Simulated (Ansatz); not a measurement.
**SiH₂Cl₂ + NH₃: a complex and its separated parts**

Aim: how far the complex at one end of a reaction step lies below its separated, relaxed parts, level by level.

Computed with Ansatz 0.2.0, Gaussian basis. Level: PBE0-D4/def2-TZVP structures, single points in def2-TZVPP, no counterpoise correction.

Levels: SPW92, PBE-D4, BLYP-D4, r2SCAN-D4, B97M-V, PBE0-D4, B3LYP-D4, r2SCAN0-D4, BHLYP-D4, CAM-B3LYP-D4, wB97X-V, wB97M-V, B2PLYP, PBE-QIDH, RPA on PBE, Hartree-Fock, MP2, CCSD, CCSD(T).

Cores are frozen in the correlated methods. B3LYP uses VWN-RPA correlation. B2PLYP carries no dispersion term here.

94 further runs of the same task are left out: 94 set aside as unsound or not needed.

## 1. The starting structure

The complex: 9 atoms, charge 0, spin multiplicity 1.

Atoms are counted from 1 here; the program's logs count them from 0.

Bond lengths: Si1–Cl2 2.223 Å, Si1–H3 1.470 Å, Si1–H4 1.470 Å, Si1–Cl5 2.225 Å, Si1–N7 1.917 Å, H6–N7 1.019 Å, N7–H8 1.018 Å, N7–H9 1.018 Å. Angles: Cl2–Si1–H3 92.4°, Cl2–Si1–H4 92.3°, Cl2–Si1–Cl5 169.7°, Cl2–Si1–N7 85.7°, H3–Si1–H4 129.2°, H3–Si1–Cl5 92.2°, H3–Si1–N7 115.2°, H4–Si1–Cl5 92.1°, H4–Si1–N7 115.5°, Cl5–Si1–N7 84.0°, Si1–N7–H6 110.5°, Si1–N7–H8 108.8°, Si1–N7–H9 108.9°, H6–N7–H8 111.0°, H6–N7–H9 111.3°, H8–N7–H9 106.3°.

Geometry (Å):

```
Si   -0.7185    0.2096   -0.4417
Cl   -0.6930   -1.8799   -1.2006
H    -0.4912    0.7641   -1.7837
H    -1.9847   -0.0040    0.2735
Cl   -0.4169    2.1934    0.5206
H     1.1269   -1.2375    0.3195
N     0.8665   -0.2736    0.5223
H     0.6976   -0.1434    1.5176
H     1.6133    0.3715    0.2726
```

Its parts: SiH₂Cl₂ holds atoms 1, 2, 3, 4, 5; NH₃ holds atoms 6, 7, 8, 9. Each part counts its atoms afresh in its own runs.

## 2. Relaxing SiH₂Cl₂ alone

relax-a/in.yaml

```yaml
crystal:
  periodic: [false, false, false]
  atoms:
    - {symbol: Si, position_ang: [-0.718489, 0.209565, -0.441661]}
    - {symbol: Cl, position_ang: [-0.692962, -1.879949, -1.200631]}
    - {symbol: H, position_ang: [-0.491183, 0.764070, -1.783677]}
    - {symbol: H, position_ang: [-1.984693, -0.004010, 0.273479]}
    - {symbol: Cl, position_ang: [-0.416949, 2.193445, 0.520633]}
basis:
  gaussian: {orbitals: def2-TZVP}
hamiltonian: {xc: pbe0, dispersion: d4}
relax: {f_tol: 0.005, max_steps: 200}
```

The run is started by

```sh
ansatz run in.yaml --threads 4 --pin off --events-out ev --progress --plain --max-ram 9574MiB
```

The log of the run (excerpt; [...] marks lines left out):

```text
Functional definition: PBE0
  name "PBE0"
  cite "Adamo & Barone, J. Chem. Phys. 110, 6158 (1999) doi:10.1063/1.478522"
  cite "Perdew, Burke & Ernzerhof, Phys. Rev. Lett. 77, 3865 (1996) doi:10.1103/PhysRevLett.77.3865"
  parent pbe
[...]
892 factors; their error is unknown
[...]
mean field -32945.60184998 eV, -1210.7285366556 hartree, gradient 4.0e-5 eV, S^2 0.000000; 0 other end points of the search recorded, 0 dependent functions left out
[...]
reference -32945.60187716 eV, -1210.7285376545 hartree; 25, 25 occupied and 98, 98 virtual orbitals, 892 factors
[...]
reference -32947.64895709 eV, -1210.8037664545 hartree; 25, 25 occupied and 98, 98 virtual orbitals, 892 factors
Total energy: -32947.75216862 eV, -1210.8075594081 hartree
Atom 0 at    -0.976720     0.294156    -0.596582 Å, force    -0.001337     0.000424    -0.000773 eV/Å
Atom 1 at    -0.117846    -1.555365    -0.662708 Å, force     0.000188    -0.000037     0.000114 eV/Å
Atom 2 at    -0.958728     0.867433    -1.955990 Å, force     0.000417    -0.000186     0.000403 eV/Å
Atom 3 at    -2.341707     0.157192    -0.053430 Å, force     0.000573    -0.000105     0.000186 eV/Å
Atom 4 at     0.090725     1.519706     0.636852 Å, force     0.000158    -0.000096     0.000070 eV/Å
Dipole moment:    -0.197200     0.063877    -0.119498 e Å
```

It took 11 s on 4 threads of Arm Neoverse V2, shared host.

Relaxation path:

```tsv
step	energy from step 1 (eV)	largest force component (eV/Å)
1	0.0000	1.7645
2	-0.7802	1.5599
3	-1.1453	1.6981
4	-1.6303	0.6620
5	-1.9689	0.4243
6	-2.0536	0.1153
7	-2.0579	0.0246
8	-2.0582	0.0107
9	-2.0582	0.0013
```

Close pairs (by a distance rule), those that changed most:

```tsv
bond	before (Å)	after (Å)	change (Å)
Si1–Cl5	2.225	2.040	-0.185
Si1–Cl2	2.223	2.040	-0.183
Si1–H3	1.470	1.475	+0.006
Si1–H4	1.470	1.475	+0.006
```

## 3. Relaxing NH₃ alone

relax-b/in.yaml

```yaml
crystal:
  periodic: [false, false, false]
  atoms:
    - {symbol: H, position_ang: [1.126904, -1.237460, 0.319479]}
    - {symbol: N, position_ang: [0.866487, -0.273566, 0.522257]}
    - {symbol: H, position_ang: [0.697632, -0.143436, 1.517586]}
    - {symbol: H, position_ang: [1.613253, 0.371541, 0.272636]}
basis:
  gaussian: {orbitals: def2-TZVP}
hamiltonian: {xc: pbe0, dispersion: d4}
relax: {f_tol: 0.005, max_steps: 200}
```

The run is started by

```sh
ansatz run in.yaml --threads 4 --pin off --events-out ev --progress --plain --max-ram 9574MiB
```

The log of the run (excerpt; [...] marks lines left out):

```text
[... 5 set-up lines as earlier in the session ...]
[...]
287 factors; their error is unknown
[...]
mean field -1537.77698356 eV, -56.5122618033 hartree, gradient 7.0e-6 eV, S^2 0.000000; 0 other end points of the search recorded, 0 dependent functions left out
[...]
Total energy: -1537.80844316 eV, -56.5134179222 hartree
Atom 0 at     1.138843    -1.207915     0.338640 Å, force    -0.001040     0.003258     0.000579 eV/Å
Atom 1 at     0.842986    -0.255363     0.513521 Å, force     0.003491    -0.000672     0.002312 eV/Å
Atom 2 at     0.703349    -0.166349     1.512554 Å, force     0.000519    -0.000318    -0.003828 eV/Å
Atom 3 at     1.619098     0.346706     0.267244 Å, force    -0.002971    -0.002268     0.000936 eV/Å
Dipole moment:     0.291602    -0.081781     0.180739 e Å
```

It took 1 s on 4 threads of Arm Neoverse V2, shared host.

Step by step:

```tsv
step	energy from step 1 (eV)	largest force component (eV/Å)
1	0.0000	0.4714
2	-0.0182	0.2297
3	-0.0222	0.0525
4	-0.0223	0.0152
5	-0.0223	0.0038
```

Close pairs (by a distance rule), those that changed most:

```tsv
bond	before (Å)	after (Å)	change (Å)
H1–N2	1.019	1.013	-0.006
N2–H4	1.018	1.013	-0.005
N2–H3	1.018	1.013	-0.005
```

## 4. SPW92/def2-TZVPP

parta/in.yaml

```yaml
crystal:
  periodic: [false, false, false]
  atoms:
    - {symbol: Si, position_ang: [-0.976720, 0.294156, -0.596582]}
    - {symbol: Cl, position_ang: [-0.117846, -1.555365, -0.662708]}
    - {symbol: H, position_ang: [-0.958728, 0.867433, -1.955990]}
    - {symbol: H, position_ang: [-2.341707, 0.157192, -0.053430]}
    - {symbol: Cl, position_ang: [0.090725, 1.519706, 0.636852]}
basis:
  gaussian: {orbitals: def2-TZVPP}
hamiltonian: {xc: lda}
```

partb/in.yaml

```yaml
crystal:
  periodic: [false, false, false]
  atoms:
    - {symbol: H, position_ang: [1.138843, -1.207915, 0.338640]}
    - {symbol: N, position_ang: [0.842986, -0.255363, 0.513521]}
    - {symbol: H, position_ang: [0.703349, -0.166349, 1.512554]}
    - {symbol: H, position_ang: [1.619098, 0.346706, 0.267244]}
basis:
  gaussian: {orbitals: def2-TZVPP}
hamiltonian: {xc: lda}
```

Each run has its own folder and the same command.

The run is started by

```sh
ansatz run in.yaml --threads 4 --pin off --events-out ev --progress --plain --max-ram 9574MiB
```

Log of parta (excerpt; [...] marks lines left out):

```text
Functional definition: SPW92
  name "SPW92"
  cite "Dirac, Proc. Camb. Phil. Soc. 26, 376 (1930) doi:10.1017/S0305004100016108"
  cite "Slater, Phys. Rev. 81, 385 (1951) doi:10.1103/PhysRev.81.385"
  cite "Perdew & Wang, Phys. Rev. B 45, 13244 (1992) doi:10.1103/PhysRevB.45.13244"
[...]
994 factors; their error is unknown
[...]
mean field -32846.23829445 eV, -1207.0769933411 hartree, gradient 2.8e-5 eV, S^2 0.000000; 0 other end points of the search recorded, 0 dependent functions left out
reference -32846.23832824 eV, -1207.0769945828 hartree; 25, 25 occupied and 129, 129 virtual orbitals, 994 factors
Total energy: -32846.23832824 eV, -1207.0769945828 hartree
```

partb printed (excerpt; [...] marks lines left out):

```text
[... 5 set-up lines as earlier in the session ...]
[...]
332 factors; their error is unknown
[...]
mean field -1526.58948686 eV, -56.1011288826 hartree, gradient 8.6e-5 eV, S^2 0.000000; 0 other end points of the search recorded, 0 dependent functions left out
reference -1526.58950626 eV, -56.1011295955 hartree; 5, 5 occupied and 68, 68 virtual orbitals, 332 factors
Total energy: -1526.58950626 eV, -56.1011295955 hartree
```

They took 0.55 s (parta), 0.15 s (partb) on 4 threads of Arm Neoverse V2, shared host.

## 5. PBE-D4/def2-TZVPP

Each input of step 4 (parta, partb) changes in the same lines:

```diff
-hamiltonian: {xc: lda}
+hamiltonian: {xc: pbe, dispersion: d4}
```

The same command starts each run, in its folder.

The run is started by

```sh
ansatz run in.yaml --threads 4 --pin off --events-out ev --progress --plain --max-ram 9574MiB
```

Output in parta (excerpt; [...] marks lines left out):

```text
Functional definition: PBE
  name "PBE"
[... 2 set-up lines as earlier in the session ...]
[...]
994 factors; their error is unknown
[...]
mean field -32944.78016115 eV, -1210.6983401483 hartree, gradient 3.6e-5 eV, S^2 0.000000; 0 other end points of the search recorded, 0 dependent functions left out
reference -32944.78019733 eV, -1210.6983414779 hartree; 25, 25 occupied and 129, 129 virtual orbitals, 994 factors
Total energy: -32944.90258061 eV, -1210.7028389805 hartree
```

Output in partb (excerpt; [...] marks lines left out):

```text
[... 4 set-up lines as earlier in the session ...]
[...]
332 factors; their error is unknown
[...]
mean field -1537.73162646 eV, -56.5105949603 hartree, gradient 6.0e-5 eV, S^2 0.000000; 0 other end points of the search recorded, 0 dependent functions left out
reference -1537.73164680 eV, -56.5105957080 hartree; 5, 5 occupied and 68, 68 virtual orbitals, 332 factors
Total energy: -1537.74302549 eV, -56.5110138672 hartree
```

Wall times: 0.85 s (parta), 0.2 s (partb) on 4 threads of Arm Neoverse V2, shared host.

## 6. BLYP-D4/def2-TZVPP

Each input of step 5 (parta, partb) changes in the same lines:

```diff
-hamiltonian: {xc: pbe, dispersion: d4}
+hamiltonian: {xc: {name: BLYP}, dispersion: d4}
```

The same command starts each run, in its folder.

The run is started by

```sh
ansatz run in.yaml --threads 4 --pin off --events-out ev --progress --plain --max-ram 9574MiB
```

parta printed (excerpt; [...] marks lines left out):

```text
Functional definition: BLYP
  name "BLYP"
  cite "Becke, Phys. Rev. A 38, 3098 (1988) doi:10.1103/PhysRevA.38.3098"
  cite "Lee, Yang & Parr, Phys. Rev. B 37, 785 (1988) doi:10.1103/PhysRevB.37.785"
[...]
994 factors; their error is unknown
[...]
mean field -32958.84213871 eV, -1211.2151082921 hartree, gradient 4.8e-5 eV, S^2 0.000000; 0 other end points of the search recorded, 0 dependent functions left out
reference -32958.84246853 eV, -1211.2151204126 hartree; 25, 25 occupied and 129, 129 virtual orbitals, 994 factors
Total energy: -32959.11112727 eV, -1211.2249934394 hartree
```

Log of partb (excerpt; [...] marks lines left out):

```text
[... 4 set-up lines as earlier in the session ...]
[...]
332 factors; their error is unknown
[...]
mean field -1539.10801457 eV, -56.5611762905 hartree, gradient 5.7e-5 eV, S^2 0.000000; 0 other end points of the search recorded, 0 dependent functions left out
reference -1539.10820014 eV, -56.5611831103 hartree; 5, 5 occupied and 68, 68 virtual orbitals, 332 factors
Total energy: -1539.13565127 eV, -56.5621919206 hartree
```

Times: 0.85 s (parta), 0.2 s (partb) on 4 threads of Arm Neoverse V2, shared host.

## 7. r2SCAN-D4/def2-TZVPP

The same edit goes into each in.yaml of step 6 (parta, partb):

```diff
-hamiltonian: {xc: {name: BLYP}, dispersion: d4}
+hamiltonian: {xc: r2scan, dispersion: d4}
```

Each run has its own folder and the same command.

The run is started by

```sh
ansatz run in.yaml --threads 4 --pin off --events-out ev --progress --plain --max-ram 9574MiB
```

Output in parta (excerpt; [...] marks lines left out):

```text
Functional definition: r2SCAN
  name "r2SCAN"
  cite "Furness, Kaplan, Ning, Perdew & Sun, J. Phys. Chem. Lett. 11, 8208 (2020) doi:10.1021/acs.jpclett.0c02405"
  cite "Furness, Kaplan, Ning, Perdew & Sun, J. Phys. Chem. Lett. 11, 9248 (2020) doi:10.1021/acs.jpclett.0c03077"
  parent r2scan
[...]
994 factors; their error is unknown
[...]
mean field -32956.88334640 eV, -1211.1431240025 hartree, gradient 2.9e-5 eV, S^2 0.000000; 0 other end points of the search recorded, 0 dependent functions left out
reference -32956.88335581 eV, -1211.1431243482 hartree; 25, 25 occupied and 129, 129 virtual orbitals, 994 factors
Total energy: -32956.90978886 eV, -1211.1440957450 hartree
```

partb printed (excerpt; [...] marks lines left out):

```text
[... 5 set-up lines as earlier in the session ...]
[...]
332 factors; their error is unknown
[...]
mean field -1538.76471436 eV, -56.5485602406 hartree, gradient 3.1e-5 eV, S^2 0.000000; 0 other end points of the search recorded, 0 dependent functions left out
reference -1538.76472082 eV, -56.5485604779 hartree; 5, 5 occupied and 68, 68 virtual orbitals, 332 factors
Total energy: -1538.76743395 eV, -56.5486601838 hartree
```

Wall times: 2 s (parta), 0.5 s (partb) on 4 threads of Arm Neoverse V2, shared host.

## 8. B97M-V/def2-TZVPP

Each input of step 7 (parta, partb) changes in the same lines:

```diff
-hamiltonian: {xc: r2scan, dispersion: d4}
+hamiltonian: {xc: {name: B97M-V}}
```

One command serves all of them, each in its own folder.

The run is started by

```sh
ansatz run in.yaml --threads 4 --pin off --events-out ev --progress --plain --max-ram 9574MiB
```

Log of parta (excerpt; [...] marks lines left out):

```text
Functional definition: B97M-V
  name "B97M-V"
  cite "Mardirossian & Head-Gordon, J. Chem. Phys. 142, 074111 (2015) doi:10.1063/1.4907719"
  cite "Becke, J. Chem. Phys. 107, 8554 (1997) doi:10.1063/1.475007"
  cite "Vydrov & Van Voorhis, J. Chem. Phys. 133, 244103 (2010) doi:10.1063/1.3521275"
  # Of w^i u^j: cxij and so on, Table III.
[...]
  gx(w, u) = cx00 + cx01*u + cx02*u^2 + (cx10 + cx11*u)*w
[...]
  gos(w, u) = cos00 + cos01*u + cos03*u^3 + cos10*w + cos32*w^3*u^2
[...]
      + integral(e_c_pw_mod_opposite_spin*gos(b97_w_opposite, b97_u_opposite)) + vv10(b, c)
994 factors; their error is unknown
[...]
mean field -32950.75813989 eV, -1210.9180268148 hartree, gradient 1.9e-5 eV, S^2 0.000000; 0 other end points of the search recorded, 0 dependent functions left out
reference -32950.75818839 eV, -1210.9180285971 hartree; 25, 25 occupied and 129, 129 virtual orbitals, 994 factors
Total energy: -32950.75818839 eV, -1210.9180285971 hartree
```

partb printed (excerpt; [...] marks lines left out):

```text
[... 5 set-up lines as earlier in the session ...]
  # Of w^i u^j: cxij and so on, Table III.
[...]
  gx(w, u) = cx00 + cx01*u + cx02*u^2 + (cx10 + cx11*u)*w
[...]
  gos(w, u) = cos00 + cos01*u + cos03*u^3 + cos10*w + cos32*w^3*u^2
[...]
      + integral(e_c_pw_mod_opposite_spin*gos(b97_w_opposite, b97_u_opposite)) + vv10(b, c)
332 factors; their error is unknown
[...]
mean field -1539.38740293 eV, -56.5714436233 hartree, gradient 4.5e-5 eV, S^2 0.000000; 0 other end points of the search recorded, 0 dependent functions left out
reference -1539.38743575 eV, -56.5714448297 hartree; 5, 5 occupied and 68, 68 virtual orbitals, 332 factors
Total energy: -1539.38743575 eV, -56.5714448297 hartree
```

Times: 3.5 s (parta), 0.6 s (partb) on 4 threads of Arm Neoverse V2, shared host.

## 9. PBE0-D4/def2-TZVPP

The same edit goes into each in.yaml of step 8 (parta, partb):

```diff
-hamiltonian: {xc: {name: B97M-V}}
+hamiltonian: {xc: pbe0, dispersion: d4}
+output: {orbitals: {seedname: orbitals}}
```

Each run has its own folder and the same command.

The run is started by

```sh
ansatz run in.yaml --threads 4 --pin off --events-out ev --progress --plain --max-ram 9574MiB
```

Log of parta (excerpt; [...] marks lines left out):

```text
[... 5 set-up lines as earlier in the session ...]
[...]
1059 factors; their error is unknown
[...]
mean field -32947.66122596 eV, -1210.8042173273 hartree, gradient 2.4e-5 eV, S^2 0.000000; 0 other end points of the search recorded, 0 dependent functions left out
reference -32947.66125333 eV, -1210.8042183328 hartree; 25, 25 occupied and 129, 129 virtual orbitals, 1059 factors
Total energy: -32947.76446485 eV, -1210.8080112865 hartree
```

partb printed (excerpt; [...] marks lines left out):

```text
[... 5 set-up lines as earlier in the session ...]
[...]
332 factors; their error is unknown
[...]
mean field -1537.87183465 eV, -56.5157475166 hartree, gradient 1.1e-5 eV, S^2 0.000000; 0 other end points of the search recorded, 0 dependent functions left out
reference -1537.87185057 eV, -56.5157481014 hartree; 5, 5 occupied and 68, 68 virtual orbitals, 332 factors
Total energy: -1537.88096693 eV, -56.5160831216 hartree
```

Wall times: 1.2 s (parta), 0.25 s (partb) on 4 threads of Arm Neoverse V2, shared host.

## 10. B3LYP-D4/def2-TZVPP

Each input of step 9 (parta, partb) changes in the same lines:

```diff
-hamiltonian: {xc: pbe0, dispersion: d4}
-output: {orbitals: {seedname: orbitals}}
+hamiltonian: {xc: {name: B3LYP}, dispersion: d4}
```

The same command starts each run, in its folder.

The run is started by

```sh
ansatz run in.yaml --threads 4 --pin off --events-out ev --progress --plain --max-ram 9574MiB
```

Output in parta (excerpt; [...] marks lines left out):

```text
Functional definition: B3LYP
  name "B3LYP"
  cite "Stephens, Devlin, Chabalowski & Frisch, J. Phys. Chem. 98, 11623 (1994) doi:10.1021/j100096a001"
[... 2 set-up lines as earlier in the session ...]
  cite "Vosko, Wilk & Nusair, Can. J. Phys. 58, 1200 (1980) doi:10.1139/p80-159"
[...]
1035 factors; their error is unknown
[...]
mean field -32960.63799520 eV, -1211.2811048009 hartree, gradient 2.0e-5 eV, S^2 0.000000; 0 other end points of the search recorded, 0 dependent functions left out
reference -32960.63824342 eV, -1211.2811139228 hartree; 25, 25 occupied and 129, 129 virtual orbitals, 1035 factors
Total energy: -32960.84042111 eV, -1211.2885438156 hartree
```

Output in partb (excerpt; [...] marks lines left out):

```text
[... 6 set-up lines as earlier in the session ...]
[...]
332 factors; their error is unknown
[...]
mean field -1539.85470130 eV, -56.5886165216 hartree, gradient 1.3e-5 eV, S^2 0.000000; 0 other end points of the search recorded, 0 dependent functions left out
reference -1539.85484090 eV, -56.5886216521 hartree; 5, 5 occupied and 68, 68 virtual orbitals, 332 factors
Total energy: -1539.87290291 eV, -56.5892854186 hartree
```

Wall times: 1.3 s (parta), 0.25 s (partb) on 4 threads of Arm Neoverse V2, shared host.

## 11. r2SCAN0-D4/def2-TZVPP

Each input of step 10 (parta, partb) changes in the same lines:

```diff
-hamiltonian: {xc: {name: B3LYP}, dispersion: d4}
+hamiltonian: {xc: {name: r2SCAN0}, dispersion: d4}
```

One command serves all of them, each in its own folder.

The run is started by

```sh
ansatz run in.yaml --threads 4 --pin off --events-out ev --progress --plain --max-ram 9574MiB
```

Log of parta (excerpt; [...] marks lines left out):

```text
Functional definition: r2SCAN0
  name "r2SCAN0"
  cite "Bursch, Neugebauer, Ehlert & Grimme, J. Chem. Phys. 156, 134105 (2022) doi:10.1063/5.0086040"
[... 3 set-up lines as earlier in the session ...]
[...]
1059 factors; their error is unknown
[...]
mean field -32956.63972979 eV, -1211.1341712571 hartree, gradient 3.0e-5 eV, S^2 0.000000; 0 other end points of the search recorded, 0 dependent functions left out
reference -32956.63973729 eV, -1211.1341715327 hartree; 25, 25 occupied and 129, 129 virtual orbitals, 1059 factors
Total energy: -32956.67217190 eV, -1211.1353634825 hartree
```

partb printed (excerpt; [...] marks lines left out):

```text
[... 6 set-up lines as earlier in the session ...]
[...]
332 factors; their error is unknown
[...]
mean field -1538.56918403 eV, -56.5413746336 hartree, gradient 3.8e-5 eV, S^2 0.000000; 0 other end points of the search recorded, 0 dependent functions left out
reference -1538.56918912 eV, -56.5413748206 hartree; 5, 5 occupied and 68, 68 virtual orbitals, 332 factors
Total energy: -1538.57219064 eV, -56.5414851243 hartree
```

Times: 2.4 s (parta), 0.5 s (partb) on 4 threads of Arm Neoverse V2, shared host.

## 12. BHLYP-D4/def2-TZVPP

Each input of step 11 (parta, partb) changes in the same lines:

```diff
-hamiltonian: {xc: {name: r2SCAN0}, dispersion: d4}
+hamiltonian: {xc: {name: BHLYP}, dispersion: d4}
```

Each run has its own folder and the same command.

The run is started by

```sh
ansatz run in.yaml --threads 4 --pin off --events-out ev --progress --plain --max-ram 9574MiB
```

Output in parta (excerpt; [...] marks lines left out):

```text
Functional definition: BHLYP
  name "BHLYP"
  cite "Becke, J. Chem. Phys. 98, 1372 (1993) doi:10.1063/1.464304"
[... 2 set-up lines as earlier in the session ...]
[...]
1116 factors; their error is unknown
[...]
mean field -32959.30330811 eV, -1211.2320559549 hartree, gradient 6.7e-5 eV, S^2 0.000000; 0 other end points of the search recorded, 0 dependent functions left out
reference -32959.30347796 eV, -1211.2320621968 hartree; 25, 25 occupied and 129, 129 virtual orbitals, 1116 factors
Total energy: -32959.47426911 eV, -1211.2383386556 hartree
```

Log of partb (excerpt; [...] marks lines left out):

```text
[... 5 set-up lines as earlier in the session ...]
[...]
346 factors; their error is unknown
[...]
mean field -1538.73551600 eV, -56.5474872207 hartree, gradient 7.6e-5 eV, S^2 0.000000; 0 other end points of the search recorded, 0 dependent functions left out
reference -1538.73561264 eV, -56.5474907721 hartree; 5, 5 occupied and 68, 68 virtual orbitals, 346 factors
Total energy: -1538.74631348 eV, -56.5478840206 hartree
```

Times: 1.1 s (parta), 0.25 s (partb) on 4 threads of Arm Neoverse V2, shared host.

(Part 1 of 2 ends here.)
